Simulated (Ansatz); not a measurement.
# Si2Mo: the cost of one run

Method: DFT, PBE, plane-wave PAW, default files, with spin-orbit coupling, in Ansatz 0.2.0.

1 further run of the same task is left out (it didn't finish).

### 1 Starting point

Symmetry: I4/mmm, No. 139, tetragonal system. The conventional cell has a = 3.200 Å, b = 3.200 Å, c = 7.861 Å, α = 90.00°, β = 90.00°, γ = 90.00°. Si (site symmetry 4mm) is surrounded by 5 Si at 2.61 to 2.63 Å and 5 Mo at 2.62 Å. Mo (site symmetry 4/mmm) has 10 Si at 2.62 Å as nearest neighbours.

Coordinates:

```cif
data_structure
_symmetry_space_group_name_H-M 'I4/mmm'
_symmetry_Int_Tables_number 139
_cell_length_a 3.2000
_cell_length_b 3.2000
_cell_length_c 7.8610
_cell_angle_alpha 90.000
_cell_angle_beta 90.000
_cell_angle_gamma 90.000
_cell_volume 80.50
loop_
_atom_site_label
_atom_site_type_symbol
_atom_site_symmetry_multiplicity
_atom_site_Wyckoff_symbol
_atom_site_fract_x
_atom_site_fract_y
_atom_site_fract_z
_atom_site_occupancy
Si1 Si 4 e 0.00000 0.00000 0.33300 1
Mo1 Mo 2 a 0.00000 0.00000 0.00000 1
```

The earlier run gave: no gap over 0.1 eV on the mesh, largest force 0.287 eV/Å, pressure 2.2 GPa.

Site by site (atoms counted from 1):

| site | atoms | first shell | V_zz (10²¹ V/m²) | η | C_Q (MHz) |
| --- | --- | --- | --- | --- | --- |
| Si | 1, 2 | 5 Si at 2.61–2.63 Å, 5 Mo at 2.62 Å | -1.17 | 0.00 | – |
| Mo | 3 | 10 Si at 2.62 Å | -5.80 | 0.00 | 3.09 (⁹⁵Mo) |

Conventions: |V_zz| ≥ |V_yy| ≥ |V_xx|, η = (V_xx − V_yy)/V_zz, C_Q = eQV_zz/h. Quadrupole moments are those of Pyykkö's year-2017 table. A dash under C_Q marks elements without a common quadrupolar isotope.

### 2 Spin-orbit coupling at the relaxed positions

input.yaml reads:

```yaml
crystal:
  lattice:
    - [-1.6, 1.6, 3.9305]
    - [1.6, -1.6, 3.9305]
    - [1.6, 1.6, -3.9305]
  atoms:
    - { symbol: Si, position: [0.3349327296, 0.3349327296, 0.0] }
    - { symbol: Si, position: [0.6650672704, 0.6650672704, 0.0] }
    - { symbol: Mo, position: [0.0, 0.0, 0.0] }
kpoints:
  mp_grid: { grid: [20, 20, 20] }
scf:
  occupations: { method: fermi_dirac, width: 0.05 }
hamiltonian:
  xc: pbe
  pseudopotentials: { kind: paw_fr }
output:
  forces: true
  stress: true
  populations: true
  efg: { quadrupole_moments_barn: { Mo: -0.022 }, contact_densities: true }
  write_density: true
  write_potential: true
  elf: true
  volumetric_format: npy
magnetization:
  noncollinear: true
  spin_orbit: true
```

Started as:

```sh
$ ansatz run input.yaml --threads 1 --pin off --max-ram 3072MiB --backend cpu --events-out ev --progress --plain --runs-dir out
```

Q: Estimate wall time and peak memory on 1 thread of Arm Neoverse V1, shared host.

About 3.3 min, with a peak of 1.4 GiB.
